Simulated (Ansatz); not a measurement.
# C₃H₁₀BNSi: a ladder of functionals and wavefunction methods

The task here is to estimate one member of a computed series from the others.

The runs use Ansatz 0.2.0, Gaussian basis; functionals in def2-TZVPP, the program's frozen cores in correlated methods.

Plan: LDA (SPW92), PBE-D4, revPBE-D4, BLYP-D4, r2SCAN-D4, B97M-V, PBE0-D4, B3LYP-D4, r2SCANh-D4, r2SCAN0-D4, HSE06-D4, BHLYP-D4, CAM-B3LYP-D4, LC-ωPBE, ωB97X-V, ωB97M-V, B2PLYP, PBE-QIDH; CCSD(T)/def2-SVP; CCSD(T)/def2-TZVPP; MP2/def2-QZVPP; extrapolation to the limit; RPA on PBE.

## The geometry

The geometry comes from an earlier relaxation with PBE0-D4 in a triple-zeta def2 set; it is a stationary point, not always the lowest conformer.

SMILES `BN(C=C)[SiH2]C`, 16 atoms, charge 0, spin multiplicity 1.

Atoms are counted from 1 here; the program's logs count them from 0.

Bond lengths: B1–N2 1.407 Å, B1–H7 1.195 Å, B1–H8 1.198 Å, N2–C3 1.404 Å, N2–Si5 1.773 Å, C3–C4 1.329 Å, C3–H9 1.086 Å, C4–H10 1.081 Å, C4–H11 1.083 Å, Si5–C6 1.863 Å, Si5–H12 1.487 Å, Si5–H13 1.480 Å, C6–H14 1.092 Å, C6–H15 1.093 Å, C6–H16 1.091 Å. Angles: N2–B1–H7 119.4°, N2–B1–H8 119.0°, H7–B1–H8 121.6°, B1–N2–C3 119.6°, B1–N2–Si5 120.4°, C3–N2–Si5 120.0°, N2–C3–C4 126.7°, N2–C3–H9 113.2°, C4–C3–H9 120.1°, C3–C4–H10 119.6°, C3–C4–H11 123.3°, H10–C4–H11 117.1°, N2–Si5–C6 111.2°, N2–Si5–H12 108.5°, N2–Si5–H13 106.2°, C6–Si5–H12 110.5°, C6–Si5–H13 111.0°, H12–Si5–H13 109.3° and more.

The first run:

in.yaml

```yaml
crystal:
  periodic: [false, false, false]
  atoms:
    - {symbol: B, position_ang: [-0.673453, -1.891573, 1.022790]}
    - {symbol: N, position_ang: [0.051721, -0.837109, 0.438013]}
    - {symbol: C, position_ang: [1.022465, -1.119608, -0.535743]}
    - {symbol: C, position_ang: [1.799847, -0.241332, -1.161411]}
    - {symbol: Si, position_ang: [-0.292565, 0.843278, 0.885010]}
    - {symbol: C, position_ang: [-1.166989, 1.740692, -0.493103]}
    - {symbol: H, position_ang: [-1.503457, -1.646911, 1.846786]}
    - {symbol: H, position_ang: [-0.444067, -3.015234, 0.676466]}
    - {symbol: H, position_ang: [1.105968, -2.178539, -0.762618]}
    - {symbol: H, position_ang: [2.515321, -0.588810, -1.894023]}
    - {symbol: H, position_ang: [1.769628, 0.824257, -0.967599]}
    - {symbol: H, position_ang: [0.992015, 1.516371, 1.213557]}
    - {symbol: H, position_ang: [-1.137933, 0.783166, 2.098673]}
    - {symbol: H, position_ang: [-2.135617, 1.277348, -0.694250]}
    - {symbol: H, position_ang: [-1.340718, 2.782744, -0.211777]}
    - {symbol: H, position_ang: [-0.585264, 1.728759, -1.416468]}
basis:
  gaussian: {orbitals: def2-TZVPP}
hamiltonian: {xc: lda}
output: {orbitals: {seedname: orbitals}}
```

On the command line:

```sh
> ansatz run in.yaml --threads 4 --pin off --events-out ev --progress --plain --max-ram 11315MiB
```

Among the steps run: LDA; PBE-D4 (GGA); revPBE-D4 (GGA); BLYP-D4 (GGA); r2SCAN-D4 (meta-GGA); B97M-V (meta-GGA); B3LYP-D4 (hybrid); r2SCANh-D4 (hybrid); r2SCAN0-D4 (hybrid); HSE06-D4 (hybrid); BHLYP-D4 (hybrid); CAM-B3LYP-D4 (range-separated); LC-ωPBE (range-separated); ωB97X-V (range-separated); ωB97M-V (range-separated); B2PLYP (double hybrid); PBE-QIDH (double hybrid).

One of the session's tables, all rows but one given; the rest of the session is left out.

It belongs to the step «Frontier levels by functional». 

```
  functional  HOMO (eV)  gap (eV)
 LDA (SPW92)      -6.13      4.31
      PBE-D4      -5.92      4.36
   revPBE-D4      -5.85      4.38
     BLYP-D4      -5.75      4.33
   r2SCAN-D4      -6.07      4.81
      B97M-V      -6.11      4.79
     PBE0-D4      -6.95      6.33
    B3LYP-D4      -6.73      5.90
  r2SCANh-D4      -6.46      5.54
  r2SCAN0-D4          ?         ?
    HSE06-D4      -6.55      5.56
    BHLYP-D4      -7.83      8.21
CAM-B3LYP-D4      -8.21      8.65
     LC-ωPBE      -9.56     11.15
     ωB97X-V      -9.19     10.66
     ωB97M-V      -9.13     10.36
```

Estimate the missing values for r2SCAN0-D4.

Worked estimate for «HOMO (eV)». Against the share of exact exchange, r2SCAN-D4 (0, -6.07), r2SCANh-D4 (0.1, -6.46) give a slope of -3.90 per unit share; at 0.25 the line stands at -7.04.

As computed: HOMO (eV): -7.06; gap (eV): 6.63. In «HOMO (eV)» the line misses by +0.02.
